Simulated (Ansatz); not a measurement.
# CrH₄N₂O₂: how energies converge with the basis set

The task here is to estimate one member of a computed series from the others.

Method: one geometry, several basis sets; program: Ansatz 0.2.0, Gaussian basis.

The runs, in order: PBE0-D4/def2-SVP; ωB97M-V/def2-SVP; PBE0-D4/def2-QZVPP; ωB97M-V/def2-QZVPP; the functionals' def2-TZVPP values are taken from earlier runs.

## The geometry

The geometry comes from an earlier relaxation with PBE0-D4 in a triple-zeta def2 set; it is a stationary point, not always the lowest conformer.

SMILES `[NH2][Cr]([NH2])(=[O])=[O]`, 9 atoms, charge 0, spin multiplicity 1.

Atoms are counted from 1 here; the program's logs count them from 0.

Bond lengths: N1–Cr2 1.800 Å, N1–H6 1.008 Å, N1–H7 1.008 Å, Cr2–N3 1.800 Å, Cr2–O4 1.551 Å, Cr2–O5 1.551 Å, N3–H8 1.008 Å, N3–H9 1.008 Å. Angles: Cr2–N1–H6 122.0°, Cr2–N1–H7 122.0°, H6–N1–H7 113.3°, N1–Cr2–N3 111.2°, N1–Cr2–O4 107.6°, N1–Cr2–O5 107.6°, N3–Cr2–O4 107.6°, N3–Cr2–O5 107.6°, O4–Cr2–O5 115.1°, Cr2–N3–H8 122.0°, Cr2–N3–H9 122.0°, H8–N3–H9 113.3°.

Set-up of the first run:

File in.yaml:

```yaml
crystal:
  periodic: [false, false, false]
  atoms:
    - {symbol: N, position_ang: [-1.140374, 0.898382, -0.544605]}
    - {symbol: Cr, position_ang: [0.410225, -0.005265, -0.401108]}
    - {symbol: N, position_ang: [0.506993, -0.890226, 1.163838]}
    - {symbol: O, position_ang: [0.447866, -1.057704, -1.539396]}
    - {symbol: O, position_ang: [1.562802, 1.031877, -0.426510]}
    - {symbol: H, position_ang: [-1.201788, 1.887030, -0.359420]}
    - {symbol: H, position_ang: [-1.919037, 0.542470, -1.076115]}
    - {symbol: H, position_ang: [1.025659, -0.531015, 1.949620]}
    - {symbol: H, position_ang: [0.307644, -1.875557, 1.233686]}
basis:
  gaussian: {orbitals: def2-SVP}
hamiltonian: {xc: pbe0, dispersion: d4}
output: {orbitals: {seedname: orbitals}}
```

Launch:

```
> ansatz run in.yaml --threads 4 --pin off --events-out ev --progress --plain --max-ram 10444MiB
```

Steps of the session up to this table: PBE0-D4 in def2-SVP; ωB97M-V in def2-SVP; PBE0-D4 in def2-QZVPP; ωB97M-V in def2-QZVPP.

One table of the session follows, with a row left open; its other results are not shown here.

It belongs to the step «Functionals by basis». 

```
functional       basis  HOMO (eV)  LUMO (eV)
   PBE0-D4    def2-SVP      -7.11      -2.79
   PBE0-D4  def2-TZVPP      -7.35      -2.85
   PBE0-D4  def2-QZVPP      -7.38      -2.86
   ωB97M-V    def2-SVP      -9.28      -0.48
   ωB97M-V  def2-TZVPP          ?          ?
   ωB97M-V  def2-QZVPP      -9.58      -0.69
```

**Question.** Estimate the row for ωB97M-V, def2-TZVPP.

As computed: HOMO (eV): -9.56; LUMO (eV): -0.68. In the column «HOMO (eV)» it lies between ωB97M-V, def2-QZVPP (-9.58) and ωB97M-V, def2-SVP (-9.28).
